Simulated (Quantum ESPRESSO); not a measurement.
Runs of Quantum ESPRESSO 7.5 on Zr2NbP3. The structure is hexagonal, space group P6/mmm (No. 191). The conventional cell has a = 6.068 Å, b = 6.068 Å, c = 3.331 Å, α = 90.00°, β = 90.00°, γ = 120.00°. Zr (site symmetry -6m2) is surrounded by 6 P at 2.42 Å. Nb (site symmetry 6/mmm) has 2 Nb at 3.33 Å and 12 P at 3.46 Å and 6 Zr at 3.50 Å as nearest neighbours. P (site symmetry mmm) is surrounded by 4 Zr at 2.42 Å. The cell was built by a generator and needn't be a form met in nature.

```tsv
task	level	potentials or basis	cutoff (eV)	smearing	form of the LDA correlation	gap on the mesh (eV)	pressure (GPa)
band structure	PBE+D3(BJ)	PseudoDojo 0.4 SR PBEsol stringent	1116	fermi-dirac 0.2 eV	-	none	16.2
real-space fields	optB86b-vdW	GBRV 1.5 PBEsol	612	cold 0.05 eV	-	none	(a)
real-space fields	LDA	PseudoDojo 0.4 SR PBE stringent	1116	cold 0.2 eV	PZ81	none	14.2
single point	PBE	SSSP 1.3 efficiency PBE	748	fermi-dirac 0.05 eV	-	none	(b)
single point	LDA	GBRV 1.5 LDA	612	gaussian 0.1 eV	PZ81	none	12.8
```

Alike in all rows: no spin polarisation; cell as given; k mesh 5 × 5 × 8.

Task: Estimate the missing entries.

Result: (a) 18.6; (b) 20.3.

Caveats: the potentials were made for another functional, which shifts forces and pressure (some runs); so large a pressure means that the cell lies far from this level's equilibrium, or that cutoff or potentials fall short (some runs); pairwise dispersion overbinds metals, which lowers pressure and volume (some runs).

A k mesh can miss the band edges, and the runs leave out spin-orbit coupling on Nb, Zr.

A gap of «none» marks a metal or a gap under the smearing width.
